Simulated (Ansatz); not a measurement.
# GeH₄Cl (doublet): from Hartree-Fock to the top rungs at distance Cl1–H2 along a hydrogen transfer = 1.337 Å, cc-pVDZ

The task here is to estimate one member of a computed series from the others.

Program: Ansatz 0.2.0, Gaussian basis. Level of theory: cc-pVDZ, core rule «outside noble gas», up to 19 orbitals frozen. These are calculated values, not measurements.

The runs, in order: UHF; CCSD(T) on ROHF; CCSD(T) on UHF; BCCD(T) on ROHF; CISD; CCSDT(Q) on ROHF; CCSDT(Q) on UHF; CASSCF and MRCISD+Q, 3 electrons in 3 orbitals; CASSCF and NEVPT2, 3 electrons in 3 orbitals; CASSCF and MRCISD+Q, 15 electrons in 12 orbitals; CASSCF and NEVPT2, 15 electrons in 12 orbitals.

### The geometry

The geometry derives from fragments relaxed apart (PBE0/def2-TZVP) and kept rigid, so it is no stationary point. A hydrogen atom is moved between rigid fragments. No spin-orbit coupling is included. The filled d shell of Ge may be among the frozen orbitals whatever the setting's name suggests; the logs give the count.

6 atoms, charge 0, spin multiplicity 2.

Atoms are counted from 1 here; the program's logs count them from 0.

Bond lengths: Cl1–H2 1.337 Å, H2–Ge3 1.881 Å, Ge3–H4 1.539 Å, Ge3–H5 1.539 Å, Ge3–H6 1.539 Å. Angles: Cl1–H2–Ge3 180.0°, H2–Ge3–H4 107.7°, H2–Ge3–H5 107.7°, H2–Ge3–H6 107.7°, H4–Ge3–H5 111.2°, H4–Ge3–H6 111.2°, H5–Ge3–H6 111.2°.

The first run:

in.yaml reads:

```yaml
crystal:
  periodic: [false, false, false]
  atoms:
    - {symbol: Cl, position_ang: [-2.196223, 0.000000, -0.000001]}
    - {symbol: H, position_ang: [-0.859223, 0.000000, 0.000000]}
    - {symbol: Ge, position_ang: [1.021777, 0.000000, 0.000000]}
    - {symbol: H, position_ang: [1.490445, -1.465915, 0.000001]}
    - {symbol: H, position_ang: [1.490446, 0.732957, -1.269519]}
    - {symbol: H, position_ang: [1.490445, 0.732957, 1.269520]}
basis:
  gaussian: {orbitals: cc-pVDZ}
magnetization: {spin_polarized: true, initial_magnetization: 1}
hamiltonian: {xc: hf}
output: {orbitals: {seedname: orbitals}}
```

Started as:

```console
ansatz run in.yaml --threads 1 --pin off --events-out ev --progress --plain --max-ram 2816MiB --backend cpu
```

Among the steps run: UHF; CCSD(T) on ROHF; CCSD(T) on UHF; BCCD(T) on ROHF; CISD; CCSDT(Q) on ROHF; CCSDT(Q) on UHF; CASSCF and MRCISD+Q, 3 electrons in 3 orbitals; CASSCF and NEVPT2, 3 electrons in 3 orbitals; CASSCF and MRCISD+Q, 15 electrons in 12 orbitals; CASSCF and NEVPT2, 15 electrons in 12 orbitals.

One of the session's tables, all rows but one given; the rest of the session is left out.

```
          method  from UCCSDT(Q) (meV)
            ROHF               +8087.6
             UHF               +7992.3
            RMP2               +1279.5
            UMP2                     ?
            CISD                +914.5
           RCCSD                +187.4
           UCCSD                +182.3
        RCCSD(T)                 +36.7
        UCCSD(T)                 +34.0
         BCCD(T)                 +36.3
          RCCSDT                 +13.2
          UCCSDT                 +10.1
       RCCSDT(Q)                  +3.1
       UCCSDT(Q)                     0
  CASSCF valence               +6322.0
  NEVPT2 valence               +1494.1
  MRCISD valence                +551.2
MRCISD+Q valence                 +48.1
```

Estimate the missing values for UMP2.

**Answer.** from UCCSDT(Q) (meV): +1290.8. In the column «from UCCSDT(Q) (meV)» it lies between RMP2 (+1279.5) and NEVPT2 valence (+1494.1).

To keep in mind: Left out of the table: CASSCF pair, NEVPT2 pair, MRCISD pair, MRCISD+Q pair (the active space lost an orbital or holds another state than full CI finds). Restricted and unrestricted rows rest on different reference determinants; where their highest levels disagree by more than a few hundredths of an eV, they describe different states and don't form one ladder. Warnings in the runs' records: passed over end.
